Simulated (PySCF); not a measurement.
# H2SYb (Yb(H2S)3+): the cost of one run

Method: TPSS, Yb lcecp-1-SVP with ECP59, S def2-SVP, H def2-SVP; scalar-relativistic core potentials, no spin–orbit coupling; program: PySCF 2.14.0.

4 further runs of the same task are left out: 1 for a known fault of the program, 2 that didn't finish, 1 set aside as unsound or not needed.

## Step 1: The starting structure

4 atoms, charge 3, spin multiplicity 1.

Bond lengths: Yb1–S2 2.797 Å, S2–H3 1.344 Å, S2–H4 1.344 Å. Angles: Yb1–S2–H3 114.2°, Yb1–S2–H4 114.2°, H3–S2–H4 92.4°.

Geometry (Å):

```xyz
4

Yb    0.0000    0.0000    0.0000
S     0.0000    0.0000    2.7975
H     0.9700    0.7500    3.3475
H    -0.9700    0.7500    3.3475
```

Formal oxidation states: Yb +3. Each metal's 13 4f electrons lie in its core potential, so multiplicities, spins and levels count the valence alone.

## Step 2: SCF at the start, singlet

File run.py (the lines that set the calculation):

```python
mol = gto.M(atom='''
Yb     0.00000     0.00000     0.00000
S      0.00000     0.00000     2.79750
H      0.97000     0.75000     3.34750
H     -0.97000     0.75000     3.34750''',
    basis={'Yb': 'lcecp-1-SVP', 'S': 'def2-SVP', 'H': 'def2-SVP'},
    ecp={'Yb': 'lcecp-1-SVP'},
    charge=3, spin=0)
mf = dft.RKS(mol, xc='TPSS')
mf.grids.atom_grid = (50, 194)  # f atoms: unpruned, at least (60, 302)
mf = mf.density_fit()  # fitting sets: Yb AutoAux, S def2-universal-JKFIT, H def2-universal-JKFIT
mf.conv_tol = 1e-08; mf.max_cycle = 55
mf.kernel(dm0)  # dm0: free metal ions and neutral atoms
```

On the command line:

```console
> OMP_NUM_THREADS=2 python run.py
```

Q: Estimate wall time and peak memory on 2 threads of Arm Neoverse V2, shared host.

About 2.7 s, with a peak of 0.35 GiB.
